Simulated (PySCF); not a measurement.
# C5H14N2 (ethyl trimethylhydrazine): the cost of one run

Computed with PySCF 2.14.0 and routines of our own; the level stands in each step. Atoms count from 0.

### Step 1. The starting structure

21 atoms, charge 0, multiplicity 1; geometry from: GFN2-xTB.

### Step 2. Magnetic properties: GIAO B3LYP/pcSseg-1

The job: settings as JSON, then the geometry in Å.

```
{"job": {"kind": "mag", "xc": "B3LYP", "basis": "pcSseg-1", "isotopologues": 2}, "charge": 0, "multiplicity": 1}
C      2.076011    -1.199508     0.038140
C      1.400225    -0.114848    -0.787983
N      0.379282     0.559670    -0.004938
C     -0.120505     1.760608    -0.649968
N     -0.598962    -0.350843     0.449773
C     -1.095035     0.028694     1.753819
C     -1.671114    -0.666050    -0.475629
H      1.340494    -1.933299     0.353085
H      2.846720    -1.691761    -0.549139
H      2.528251    -0.762198     0.923533
H      0.991565    -0.554289    -1.714745
H      2.132976     0.643297    -1.075877
H      0.697376     2.476953    -0.717344
H     -0.905372     2.196584    -0.033659
H     -0.515601     1.587287    -1.662219
H     -1.596627    -0.831016     2.197481
H     -1.806368     0.868273     1.726616
H     -0.245612     0.305967     2.373039
H     -1.250164    -0.910255    -1.449650
H     -2.194522    -1.544323    -0.099090
H     -2.401938     0.147999    -0.595718
```

Level: GIAO B3LYP/pcSseg-1 magnetisability, rotational g tensor and spin-rotation constants, non-relativistic, gas phase.

Command:

```bash
$ OMP_NUM_THREADS=1 python excited_run.py task.json out
```

This one command runs all jobs of the session in turn.

**Question.** How long does this first job take on 1 thread of AMD EPYC 9R45, shared host, and how much memory does it need?

About 21 s, with a peak of 0.85 GiB.
